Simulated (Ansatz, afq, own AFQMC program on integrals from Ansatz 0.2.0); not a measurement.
# HBrCl (doublet): quantum Monte Carlo beside coupled cluster at distance Br1–H2 along a hydrogen transfer = 1.537 Å, cc-pVTZ

Aim: compute HBrCl (doublet) with auxiliary-field quantum Monte Carlo on the same integrals as coupled cluster, and set the energies side by side.

Method: cc-pVTZ, frozen cores; program: Ansatz 0.2.0, Gaussian basis, and an in-house AFQMC program (afq) on its integrals; all values are calculated.

The runs, in order: PBE (unrestricted); CCSD(T) on UHF; r2SCAN (unrestricted); CCSDT(Q) on UHF; PBE0 (unrestricted); B3LYP (unrestricted); wB97M-V (unrestricted); B2PLYP (unrestricted); Phaseless AFQMC, CISD trial on UHF.

## 1. The geometry

The geometry derives from fragments relaxed apart (PBE0/def2-TZVP) and kept rigid, so it is no stationary point. A hydrogen atom is moved between rigid fragments. No spin-orbit coupling is included. The filled d shell of Br may be among the frozen orbitals whatever the setting's name suggests; the logs give the count.

3 atoms, charge 0, spin multiplicity 2.

Atoms are counted from 1 here; the program's logs count them from 0.

Bond lengths: Br1–H2 1.537 Å.

Coordinates:

```xyz
3
charge 0, multiplicity 2
Br    0.0000    0.0000   -1.5720
H     0.0000    0.0000   -0.0350
Cl    0.0000    0.0000    1.6070
```

## 2. PBE (unrestricted)

File in.yaml:

```yaml
crystal:
  periodic: [false, false, false]
  atoms:
    - {symbol: Br, position_ang: [0.000000, 0.000000, -1.572000]}
    - {symbol: H, position_ang: [0.000000, 0.000000, -0.035000]}
    - {symbol: Cl, position_ang: [0.000000, 0.000000, 1.607000]}
basis:
  gaussian: {orbitals: cc-pVTZ}
magnetization: {spin_polarized: true, initial_magnetization: 1}
hamiltonian: {xc: {name: PBE}}
output: {orbitals: {seedname: orbitals}}
```

On the command line:

```sh
ansatz run in.yaml --threads 1 --pin off --events-out ev --progress --plain --max-ram 5120MiB --backend cpu
```

Output:

```text
Functional definition: PBE
  name "PBE"
  cite "Perdew, Burke & Ernzerhof, Phys. Rev. Lett. 77, 3865 (1996) doi:10.1103/PhysRevLett.77.3865"
  parent pbe
  parameter kappa = 0.804
  parameter beta = 0.06672455060314922
  exchange = pbe_x(kappa = kappa, mu = beta*pi^2/3)
  correlation = pbe_c(beta = beta)
707 factors; their error is unknown
mean field evaluation 1: about -82567.7107 eV, gradient 1.7e1 eV
mean field evaluation 2: about -82555.3234 eV, gradient 4.7e1 eV
mean field evaluation 4: about -82567.8772 eV, gradient 1.4e1 eV
mean field evaluation 8: about -82569.9228 eV, gradient 3.0e0 eV
mean field evaluation 16: about -82569.9869 eV, gradient 9.4e-2 eV
mean field evaluation 32: about -82569.9869 eV, gradient 5.9e-6 eV
mean field evaluation 64: about -82569.5411 eV, gradient 9.5e-2 eV
mean field evaluation 96: about -82569.5747 eV, gradient 5.8e-1 eV
mean field -82569.98689975 eV, -3034.3910506187 hartree, gradient 3.2e-6 eV, S^2 0.751650; 12 other end points of the search recorded, 0 dependent functions left out
reference -82569.98692907 eV, -3034.3910516959 hartree; 27, 26 occupied and 64, 65 virtual orbitals, 707 factors
Total energy: -82569.98692907 eV, -3034.3910516959 hartree
```

Run time: 11 s. Hardware: 1 thread of AMD EPYC 7R13 (Zen 3), shared host; peak memory 1.6 GiB.

From the report: ⟨S²⟩ of the determinant 0.752 (pure doublet: 0.75).

## 3. CCSD(T) on UHF

in.yaml: that of step 2 with these lines changed.

```diff
@@ -9,3 +9,2 @@
 magnetization: {spin_polarized: true, initial_magnetization: 1}
-hamiltonian: {xc: {name: PBE}}
-output: {orbitals: {seedname: orbitals}}
+correlation: {method: ccsd_t, electrons: outside_noble_gas, hamiltonian_folder: ham}
```

On the command line:

```sh
ansatz run in.yaml --threads 1 --pin off --events-out ev --progress --plain --max-ram 15360MiB --backend cuda --devices 0, --max-vram 18GiB
```

Output (excerpt; [...] marks lines left out):

```text
Functional definition: HF
  name "HF"
  cite "Fock, Z. Phys. 61, 126 (1930) doi:10.1007/BF01340294"
  parent pbe
[...]
555 factors; integrals over basis functions are off by at most 1.3e-3 eV
[...]
mean field -82518.70817009 eV, -3032.5065920613 hartree, gradient 1.8e-6 eV, S^2 0.801332; 11 other end points of the search recorded, 0 dependent functions left out
determinant -82518.70817009 eV, -3032.5065920613 hartree, with singles and doubles -82529.29186099 eV, -3032.8955355282 hartree
determinant -82518.39701128 eV, -3032.4951571861 hartree, with singles and doubles -82528.83510757 eV, -3032.8787501497 hartree
determinant -82517.84419889 eV, -3032.4748417056 hartree, with singles and doubles -82528.42742796 eV, -3032.8637682004 hartree
determinant -82518.70817009 eV, -3032.5065920613 hartree, with singles and doubles -82529.29272082 eV, -3032.8955671263 hartree
determinant -82518.39701128 eV, -3032.4951571861 hartree, with singles and doubles -82528.84995971 eV, -3032.8792959559 hartree
19 core orbitals not correlated: weight in the atoms' cores, before any rotation towards them, 1.000 or more for the frozen orbitals, at most 0.000 for the correlated occupied ones
reference -82518.70817009 eV, -3032.5065920613 hartree; 8, 7 occupied and 64, 65 virtual orbitals, 555 factors
second order -9.48150909 eV of doubles, -0.00000000 eV of singles
cycle   1  -10.58454578 eV  change    5.0e-6 eV  update   2.0e-6
perturbative correction -0.40245384 eV, -0.0147899057 hartree
Total energy: -82529.69516970 eV, -3032.9103568500 hartree
```

It took 12 s on 1 × NVIDIA H100 80GB HBM3 with 1 thread of AMD EPYC 7R13 (Zen 3), shared host; peak host memory 1.6 GiB.

From the report: ⟨S²⟩ of the determinant 0.801 (pure doublet: 0.75); correlation -10.9870 eV; T1 0.015; largest double amplitude 0.06.

This run also writes the integrals to the folder ham.

## 4. r2SCAN (unrestricted)

in.yaml: that of step 3 with these lines changed.

```diff
@@ -9,2 +9,2 @@
 magnetization: {spin_polarized: true, initial_magnetization: 1}
-correlation: {method: ccsd_t, electrons: outside_noble_gas, hamiltonian_folder: ham}
+hamiltonian: {xc: {name: r2SCAN}}
```

On the command line:

```sh
ansatz run in.yaml --threads 1 --pin off --events-out ev --progress --plain --max-ram 5120MiB --backend cpu
```

Output (excerpt; [...] marks lines left out):

```text
Functional definition: r2SCAN
  name "r2SCAN"
  cite "Furness, Kaplan, Ning, Perdew & Sun, J. Phys. Chem. Lett. 11, 8208 (2020) doi:10.1021/acs.jpclett.0c02405"
  cite "Furness, Kaplan, Ning, Perdew & Sun, J. Phys. Chem. Lett. 11, 9248 (2020) doi:10.1021/acs.jpclett.0c03077"
  parent r2scan
[...]
707 factors; their error is unknown
[...]
mean field -82584.22890546 eV, -3034.9144346747 hartree, gradient 5.7e-6 eV, S^2 0.757689; 16 other end points of the search recorded, 0 dependent functions left out
reference -82584.22891373 eV, -3034.9144349788 hartree; 27, 26 occupied and 64, 65 virtual orbitals, 707 factors
Total energy: -82584.22891373 eV, -3034.9144349788 hartree
```

Wall time 43 s (1 thread of AMD EPYC 7R13 (Zen 3), shared host); peak memory 1.6 GiB.

From the report: ⟨S²⟩ of the determinant 0.758 (pure doublet: 0.75).

## 5. CCSDT(Q) on UHF

in.yaml: that of step 4 with these lines changed.

```diff
@@ -9,2 +9,2 @@
 magnetization: {spin_polarized: true, initial_magnetization: 1}
-hamiltonian: {xc: {name: r2SCAN}}
+correlation: {method: ccsdt_q, electrons: outside_noble_gas}
```

On the command line:

```sh
ansatz run in.yaml --threads 1 --pin off --events-out ev --progress --plain --max-ram 15360MiB --backend cuda --devices 0, --max-vram 18GiB
```

Output (excerpt; [...] marks lines left out):

```text
Functional definition: HF
  name "HF"
  cite "Fock, Z. Phys. 61, 126 (1930) doi:10.1007/BF01340294"
  parent pbe
[...]
1009 factors; integrals over basis functions are off by at most 2.1e-7 eV
[...]
mean field -82518.70818827 eV, -3032.5065927296 hartree, gradient 2.6e-6 eV, S^2 0.801332; 9 other end points of the search recorded, 0 dependent functions left out
determinant -82518.70818827 eV, -3032.5065927296 hartree, with singles and doubles -82529.29187779 eV, -3032.8955361456 hartree
determinant -82518.39703152 eV, -3032.4951579301 hartree, with singles and doubles -82528.83512683 eV, -3032.8787508573 hartree
determinant -82517.84421775 eV, -3032.4748423986 hartree, with singles and doubles -82528.42744418 eV, -3032.8637687964 hartree
determinant -82518.70818827 eV, -3032.5065927296 hartree, with singles and doubles -82529.29273742 eV, -3032.8955677363 hartree
determinant -82518.39703152 eV, -3032.4951579301 hartree, with singles and doubles -82528.84997850 eV, -3032.8792966463 hartree
19 core orbitals not correlated: weight in the atoms' cores, before any rotation towards them, 1.000 or more for the frozen orbitals, at most 0.000 for the correlated occupied ones
reference -82518.70818827 eV, -3032.5065927296 hartree; 8, 7 occupied and 64, 65 virtual orbitals, 1009 factors
second order -9.48154853 eV of doubles, -0.00000000 eV of singles
cycle   1  -10.26761439 eV  change   -7.9e-1 eV  update   8.2e-2
[...]
cycle  16  -11.02121136 eV  change    1.9e-6 eV  update   4.0e-7
perturbative correction -0.01774781 eV, -0.0006522198 hartree
Total energy: -82529.74714743 eV, -3032.9122669963 hartree
```

Run time: 50 s. Hardware: 1 × NVIDIA H100 80GB HBM3 with 1 thread of AMD EPYC 7R13 (Zen 3), shared host; peak host memory 1.6 GiB.

From the report: ⟨S²⟩ of the determinant 0.801 (pure doublet: 0.75); correlation -11.0390 eV; T1 0.016; largest double amplitude 0.08.

## 6. PBE0 (unrestricted)

in.yaml: that of step 5 with these lines changed.

```diff
@@ -9,2 +9,3 @@
 magnetization: {spin_polarized: true, initial_magnetization: 1}
-correlation: {method: ccsdt_q, electrons: outside_noble_gas}
+hamiltonian: {xc: {name: PBE0}}
+output: {orbitals: {seedname: orbitals}}
```

On the command line:

```sh
ansatz run in.yaml --threads 1 --pin off --events-out ev --progress --plain --max-ram 5120MiB --backend cpu
```

Output (excerpt; [...] marks lines left out):

```text
Functional definition: PBE0
  name "PBE0"
  cite "Adamo & Barone, J. Chem. Phys. 110, 6158 (1999) doi:10.1063/1.478522"
  cite "Perdew, Burke & Ernzerhof, Phys. Rev. Lett. 77, 3865 (1996) doi:10.1103/PhysRevLett.77.3865"
  parent pbe
[...]
555 factors; integrals over basis functions are off by at most 1.3e-3 eV
[...]
mean field -82573.24180233 eV, -3034.5106660823 hartree, gradient 8.9e-7 eV, S^2 0.759783; 3 other end points of the search recorded, 0 dependent functions left out
reference -82573.24182409 eV, -3034.5106668819 hartree; 27, 26 occupied and 64, 65 virtual orbitals, 555 factors
Total energy: -82573.24182409 eV, -3034.5106668819 hartree
```

Wall time 9 s (1 thread of AMD EPYC 7R13 (Zen 3), shared host); peak memory 1.6 GiB.

From the report: ⟨S²⟩ of the determinant 0.760 (pure doublet: 0.75).

## 7. B3LYP (unrestricted)

in.yaml: that of step 6 with these lines changed.

```diff
@@ -9,3 +9,2 @@
 magnetization: {spin_polarized: true, initial_magnetization: 1}
-hamiltonian: {xc: {name: PBE0}}
-output: {orbitals: {seedname: orbitals}}
+hamiltonian: {xc: {name: B3LYP}}
```

The command is unchanged.

Output (excerpt; [...] marks lines left out):

```text
Functional definition: B3LYP
  name "B3LYP"
  cite "Stephens, Devlin, Chabalowski & Frisch, J. Phys. Chem. 98, 11623 (1994) doi:10.1021/j100096a001"
  cite "Becke, Phys. Rev. A 38, 3098 (1988) doi:10.1103/PhysRevA.38.3098"
  cite "Lee, Yang & Parr, Phys. Rev. B 37, 785 (1988) doi:10.1103/PhysRevB.37.785"
  cite "Vosko, Wilk & Nusair, Can. J. Phys. 58, 1200 (1980) doi:10.1139/p80-159"
[...]
555 factors; integrals over basis functions are off by at most 1.3e-3 eV
[...]
mean field -82586.83184484 eV, -3035.0100909325 hartree, gradient 4.5e-6 eV, S^2 0.757269; 6 other end points of the search recorded, 0 dependent functions left out
reference -82586.83205320 eV, -3035.0100985898 hartree; 27, 26 occupied and 64, 65 virtual orbitals, 555 factors
Total energy: -82586.83205320 eV, -3035.0100985898 hartree
```

Wall time 13 s (1 thread of AMD EPYC 7R13 (Zen 3), shared host); peak memory 1.7 GiB.

From the report: ⟨S²⟩ of the determinant 0.757 (pure doublet: 0.75).

## 8. wB97M-V (unrestricted)

in.yaml: that of step 7 with these lines changed.

```diff
@@ -9,2 +9,3 @@
 magnetization: {spin_polarized: true, initial_magnetization: 1}
-hamiltonian: {xc: {name: B3LYP}}
+hamiltonian: {xc: {name: wB97M-V}}
+output: {orbitals: {seedname: orbitals}}
```

The command is unchanged.

Output (excerpt; [...] marks lines left out):

```text
Functional definition: wB97M-V
  name "wB97M-V"
  cite "Mardirossian & Head-Gordon, J. Chem. Phys. 144, 214110 (2016) doi:10.1063/1.4952647"
  cite "Becke, J. Chem. Phys. 107, 8554 (1997) doi:10.1063/1.475007"
  cite "Vydrov & Van Voorhis, J. Chem. Phys. 133, 244103 (2010) doi:10.1063/1.3521275"
  # Of w^i u^j: cxij and so on, Table III.
[...]
  gx(w, u) = 1 - cx + cx01*u + cx10*w
  gss(w, u) = css00 + css04*u^4 + css10*w + css20*w^2 + css43*w^4*u^3
  gos(w, u) = cos00 + cos10*w + (cos20 + cos21*u)*w^2 + (cos60 + cos61*u)*w^6
[...]
      + integral(e_c_pw_mod_opposite_spin*gos(b97_w_opposite, b97_u_opposite)) + vv10(b, c)
555 factors; integrals over basis functions are off by at most 1.3e-3 eV
110 factors; integrals over basis functions are off by at most 8.9e-5 eV
[...]
mean field -82580.69767531 eV, -3034.7846643604 hartree, gradient 3.0e-6 eV, S^2 0.760366; 2 other end points of the search recorded, 0 dependent functions left out
reference -82580.69770584 eV, -3034.7846654821 hartree; 27, 26 occupied and 64, 65 virtual orbitals, 555 factors
Total energy: -82580.69770584 eV, -3034.7846654821 hartree
```

Run time: 14 s. Hardware: 1 thread of AMD EPYC 7R13 (Zen 3), shared host; peak memory 1.7 GiB.

From the report: ⟨S²⟩ of the determinant 0.760 (pure doublet: 0.75).

## 9. B2PLYP (unrestricted)

in.yaml: that of step 8 with these lines changed.

```diff
@@ -9,3 +9,3 @@
 magnetization: {spin_polarized: true, initial_magnetization: 1}
-hamiltonian: {xc: {name: wB97M-V}}
-output: {orbitals: {seedname: orbitals}}
+hamiltonian: {xc: {name: B2PLYP}}
+correlation: {electrons: outside_noble_gas}
```

Same command.

Output (excerpt; [...] marks lines left out):

```text
Functional definition: B2PLYP
  name "B2PLYP"
  cite "Grimme, J. Chem. Phys. 124, 034108 (2006) doi:10.1063/1.2148954"
  cite "Becke, Phys. Rev. A 38, 3098 (1988) doi:10.1103/PhysRevA.38.3098"
  cite "Lee, Yang & Parr, Phys. Rev. B 37, 785 (1988) doi:10.1103/PhysRevB.37.785"
[...]
555 factors; integrals over basis functions are off by at most 1.3e-3 eV
[...]
mean field -82567.37156625 eV, -3034.2949388851 hartree, gradient 1.1e-6 eV, S^2 0.770984; 10 other end points of the search recorded, 0 dependent functions left out
19 core orbitals not correlated: weight in the atoms' cores, before any rotation towards them, 1.000 or more for the frozen orbitals, at most 0.000 for the correlated occupied ones
reference -82567.37169963 eV, -3034.2949437868 hartree; 8, 7 occupied and 64, 65 virtual orbitals, 555 factors
second order -11.63417633 eV of doubles, -0.00000000 eV of singles
Total energy: -82570.51292724 eV, -3034.4103817722 hartree
```

Run time: 18 s. Hardware: 1 thread of AMD EPYC 7R13 (Zen 3), shared host; peak memory 1.7 GiB.

From the report: ⟨S²⟩ of the determinant 0.771 (pure doublet: 0.75).

## 10. Phaseless AFQMC, CISD trial on UHF

It reads the integrals that the CCSD(T) run on this determinant wrote.

On the command line:

```sh
afq ham --method phaseless --trial cisd --walkers 2500 --populations 20 --least-time 60 --time-step 0.005 --steps-per-block 50 --equilibration-blocks 28 --max-blocks 4000 --target-error 0.00023 --factor-cut 1e-05 --start spin_pure --seed 8420 --release-times 0.24,0.51,0.99,1.5 --release-step 0.03 --release-every 4 --taylor-order 6
```

Output:

```text
orbitals 72  electrons 8 7  factors 486 of 555
reference energy -3032.50659206 Eh
CCSD correlation -0.38897503 Eh in 11 cycles, weight of the determinant in the CISD state 0.8502
energy of the start -3032.892144 Eh
 block  time / (1/Eh)  mean weight  energy / Eh
     1     0.250  1.0001  -3032.886737
     2     0.500  0.9998  -3032.893229
     3     0.750  0.9993  -3032.899927
     4     1.000  1.0001  -3032.903892
     5     1.250  0.9994  -3032.906032
     6     1.500  1.0001  -3032.908842
     7     1.750  0.9998  -3032.910670
     8     2.000  0.9995  -3032.910090
     9     2.250  1.0000  -3032.911159
    10     2.500  0.9998  -3032.909804
    11     2.750  0.9995  -3032.911394
    13     3.250  0.9998  -3032.909935
    15     3.750  1.0000  -3032.910977
    17     4.250  1.0002  -3032.912789
    19     4.750  1.0003  -3032.912394
    21     5.250  1.0002  -3032.912551
    23     5.750  1.0003  -3032.913387
    25     6.250  0.9998  -3032.912427
    27     6.750  0.9994  -3032.912471
    29     7.250  1.0000  -3032.911260
    31     7.750  1.0000  -3032.913137
    33     8.250  1.0007  -3032.912155
    35     8.750  1.0000  -3032.911948
    37     9.250  1.0001  -3032.911034
    39     9.750  1.0000  -3032.910872
    41    10.250  0.9996  -3032.911449
    43    10.750  0.9998  -3032.911644
    45    11.250  1.0003  -3032.912044
    47    11.750  1.0001  -3032.911298
    49    12.250  1.0003  -3032.910518
    51    12.750  0.9996  -3032.912003
    53    13.250  0.9998  -3032.910720
    55    13.750  1.0001  -3032.911670
    57    14.250  1.0003  -3032.910305
    59    14.750  1.0000  -3032.911167
    61    15.250  1.0000  -3032.913671
    63    15.750  1.0004  -3032.910029
    65    16.250  1.0004  -3032.912034
    67    16.750  0.9995  -3032.912555
    69    17.250  0.9997  -3032.912429
    71    17.750  0.9997  -3032.912398
    73    18.250  0.9998  -3032.912191
    75    18.750  0.9997  -3032.912436
    77    19.250  0.9997  -3032.912065
    79    19.750  1.0001  -3032.910730
    81    20.250  1.0002  -3032.910908
    83    20.750  0.9994  -3032.910066
    85    21.250  0.9998  -3032.911494
    87    21.750  0.9994  -3032.910472
    89    22.250  0.9995  -3032.911390
    91    22.750  0.9999  -3032.911496
    93    23.250  1.0001  -3032.911494
    95    23.750  0.9998  -3032.911691
    97    24.250  1.0000  -3032.910557
error from the spread of 20 populations
released: time / (1/Eh)  energy / Eh  error  mean overlap
  0.24  -3032.911933  0.000257  0.9974
  0.51  -3032.912023  0.000168  0.9929
  0.99  -3032.912497  0.000237  0.9849
  1.50  -3032.912434  0.000257  0.9861
energy -3032.911481 +/- 0.000225 Eh
```

Run time: 2.8 min. Hardware: 1 × NVIDIA H100 80GB HBM3 with 2 threads of AMD EPYC 7R13 (Zen 3), shared host; peak host memory 1.7 GiB.

Energy -82529.7258 ± 0.0061 eV. Caveats: constraint bias not in the error.

## 11. All levels side by side

On the UHF determinant, counted from CCSDT(Q) (a yardstick, not exact):

| level | energy (eV) | from CCSDT(Q) (kcal/mol) | statistical error (kcal/mol) | time |
| --- | --- | --- | --- | --- |
| HF | -82518.7082 | +254.56 |  |  |
| MP2 | -82528.1897 | +35.92 |  |  |
| CCSD | -82529.2927 | +10.48 |  |  |
| CCSD(T) | -82529.6952 | +1.20 |  |  |
| CCSDT(Q) | -82529.7471 | 0.00 |  |  |
| Phaseless AFQMC, CISD trial, step 0.005, 2500 walkers | -82529.7258 | +0.49 | 0.14 | 2.8 min |

The functionals' totals stand on their own zeros and serve differences with other points: PBE -82569.987 eV; r2SCAN -82584.229 eV; PBE0 -82573.242 eV; B3LYP -82586.832 eV; wB97M-V -82580.698 eV; B2PLYP -82570.513 eV.

## 12. Outcome

| quantity | value |
| --- | --- |
| CCSD(T) on UHF from CCSDT(Q) | +1.20 kcal/mol |
| Phaseless AFQMC, CISD trial on UHF from CCSDT(Q) | +0.49 ± 0.14 kcal/mol |

**Reading.** On UHF the phaseless walk with the CISD trial lies +0.49 kcal/mol from CCSDT(Q), 4 times its error bar. Error bars are statistical and leave out the constraint, the time step and what remains of the start.
